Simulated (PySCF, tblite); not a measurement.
# C₅H₄F₃NO: infrared bands and NMR shifts

Wanted: the infrared bands and NMR shifts of C₅H₄F₃NO (`N#CC1(OC(F)(F)F)CC1`), by calculation.

The runs use tblite 0.8.0 and PySCF 2.14.0, with density-fitted response routines of our own; the level of theory stands in each step. All values are computed, except where a source is named. Atoms are numbered from 0 throughout.

## (1) The starting structure

14 atoms, charge 0, multiplicity 1; geometry from: GFN2-xTB.

Bonds of the start (Å): N0–C1 1.14, C1–C2 1.43, C2–O3 1.43, O3–C4 1.32, C4–F5 1.34, C4–F6 1.35, C4–F7 1.33, C2–C8 1.51, C8–C9 1.49, C9–C2 1.51, C8–H10 1.08, C8–H11 1.08, C9–H12 1.08, C9–H13 1.08.

## (2) Vibrational analysis with GFN2-xTB

What the job is given:

```
{"job": {"kind": "ir", "xc": "GFN2-xTB", "basis": "xTB"}, "charge": 0, "multiplicity": 1}
N     -0.499559     2.439753    -1.392221
C     -0.381143     1.390565    -0.954207
C     -0.267990     0.077320    -0.400920
O      1.052019    -0.467082    -0.400525
C      1.919013     0.075426     0.438610
F      2.151837     1.378174     0.226854
F      1.545796    -0.013217     1.729890
F      3.079266    -0.556334     0.327439
C     -1.226387    -0.332276     0.694537
C     -1.369314    -0.917313    -0.670849
H     -1.938000     0.409425     1.025247
H     -0.832056    -0.954392     1.483366
H     -2.183480    -0.594799    -1.301626
H     -1.050681    -1.935724    -0.827761
```

**Question.** This job is followed by: GIAO PBE0/pcSseg-1 NMR shielding, non-relativistic, gas phase. Predict these results of the whole session: strongest single infrared mode (GFN2-xTB); zero-point energy (GFN2-xTB); 13C shifts against TMS (PBE0/pcSseg-1, means over atoms taken as alike); 1H shifts against TMS (PBE0/pcSseg-1, means over atoms taken as alike); 15N shifts against NH3 (PBE0/pcSseg-1); 17O shifts against H2O (PBE0/pcSseg-1); 19F shifts against CFCl3 (PBE0/pcSseg-1, means over atoms taken as alike).

As calculated:

```
                                                                 quantity                         value
                                strongest single infrared mode (GFN2-xTB)         1202 cm⁻¹, 671 km/mol
                                             zero-point energy (GFN2-xTB)                 54.2 kcal/mol
  13C shifts against TMS (PBE0/pcSseg-1, means over atoms taken as alike)  131.8, 122.2, 49.0, 19.9 ppm
   1H shifts against TMS (PBE0/pcSseg-1, means over atoms taken as alike)                1.72, 1.41 ppm
                                   15N shifts against NH3 (PBE0/pcSseg-1)                     312.8 ppm
                                   17O shifts against H2O (PBE0/pcSseg-1)                     127.9 ppm
19F shifts against CFCl3 (PBE0/pcSseg-1, means over atoms taken as alike)                     -71.8 ppm
```

All 36 modes are real, so the xTB geometry is a minimum. The strongest single mode, at 1202 cm⁻¹, moves mainly C4 and O3. GFN2-xTB is a fitted tight-binding method: band positions and strengths are rough. Its intensities can rank the bands wrongly. At PBE0/pcSseg-1: The widest tensor belongs to N0: span 493 ppm, with a paramagnetic part of -385 ppm.
